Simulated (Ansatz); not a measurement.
# C₂H₇AlSi: basis-set convergence

The task here is to estimate one member of a computed series from the others.

Method: one geometry, several basis sets; program: Ansatz 0.2.0, Gaussian basis.

Levels to be run: PBE0-D4/def2-SVP; ωB97M-V/def2-SVP; PBE0-D4/def2-QZVPP; ωB97M-V/def2-QZVPP; the functionals' def2-TZVPP values are taken from earlier runs.

## The geometry

An earlier PBE0-D4 in a triple-zeta def2 set relaxation fixed the geometry.

SMILES `[CH3][Al]1[CH2][SiH2]1`, 11 atoms, charge 0, spin multiplicity 1.

Atoms are counted from 1 here; the program's logs count them from 0.

Bond lengths: C1–Al2 1.945 Å, C1–H5 1.095 Å, C1–H6 1.094 Å, C1–H7 1.091 Å, Al2–C3 1.950 Å, Al2–Si4 2.330 Å, C3–Si4 1.927 Å, C3–H8 1.099 Å, C3–H9 1.089 Å, Si4–H10 1.490 Å, Si4–H11 1.491 Å. Angles: Al2–C1–H5 109.9°, Al2–C1–H6 110.2°, Al2–C1–H7 112.7°, H5–C1–H6 107.1°, H5–C1–H7 108.3°, H6–C1–H7 108.5°, C1–Al2–C3 142.2°, C1–Al2–Si4 165.2°, C3–Al2–Si4 52.6°, Al2–C3–Si4 73.9°, Al2–C3–H8 108.1°, Al2–C3–H9 131.4°, Si4–C3–H8 110.0°, Si4–C3–H9 120.1°, H8–C3–H9 108.8°, Al2–Si4–C3 53.5°, Al2–Si4–H10 132.9°, Al2–Si4–H11 117.2° and more.

Set-up of the first run:

Contents of in.yaml:

```yaml
crystal:
  periodic: [false, false, false]
  atoms:
    - {symbol: C, position_ang: [-1.209398, 1.974846, -0.397821]}
    - {symbol: Al, position_ang: [-0.119065, 0.374357, -0.215297]}
    - {symbol: C, position_ang: [0.226706, -1.124852, 0.982478]}
    - {symbol: Si, position_ang: [1.363764, -1.391938, -0.550182]}
    - {symbol: H, position_ang: [-2.263332, 1.698599, -0.504377]}
    - {symbol: H, position_ang: [-1.128715, 2.591920, 0.502461]}
    - {symbol: H, position_ang: [-0.925039, 2.581238, -1.259360]}
    - {symbol: H, position_ang: [0.819225, -0.753773, 1.830852]}
    - {symbol: H, position_ang: [-0.417554, -1.931076, 1.330946]}
    - {symbol: H, position_ang: [2.825248, -1.549325, -0.304742]}
    - {symbol: H, position_ang: [0.893458, -2.527194, -1.394258]}
basis:
  gaussian: {orbitals: def2-SVP}
hamiltonian: {xc: pbe0, dispersion: d4}
output: {orbitals: {seedname: orbitals}}
```

The run is started by

```
$ ansatz run in.yaml --threads 2 --pin off --events-out ev --progress --plain --max-ram 4352MiB
```

Steps of the session up to this table: PBE0-D4 in def2-SVP; ωB97M-V in def2-SVP; PBE0-D4 in def2-QZVPP; ωB97M-V in def2-QZVPP.

One of the session's tables, all rows but one given; the rest of the session is left out.

It belongs to the step «Functionals by basis». 

| functional | basis | HOMO (eV) | LUMO (eV) |
| --- | --- | --- | --- |
| PBE0-D4 | def2-SVP | -5.81 | -1.41 |
| PBE0-D4 | def2-TZVPP | -5.82 | -1.44 |
| PBE0-D4 | def2-QZVPP | -5.83 | -1.46 |
| ωB97M-V | def2-SVP | -7.74 | 0.32 |
| ωB97M-V | def2-TZVPP | ? | ? |
| ωB97M-V | def2-QZVPP | -7.79 | 0.11 |

Estimate the missing values for ωB97M-V, def2-TZVPP.

**Answer.** HOMO (eV): -7.78; LUMO (eV): 0.23. In the column «HOMO (eV)» it lies between ωB97M-V, def2-QZVPP (-7.79) and ωB97M-V, def2-SVP (-7.74).
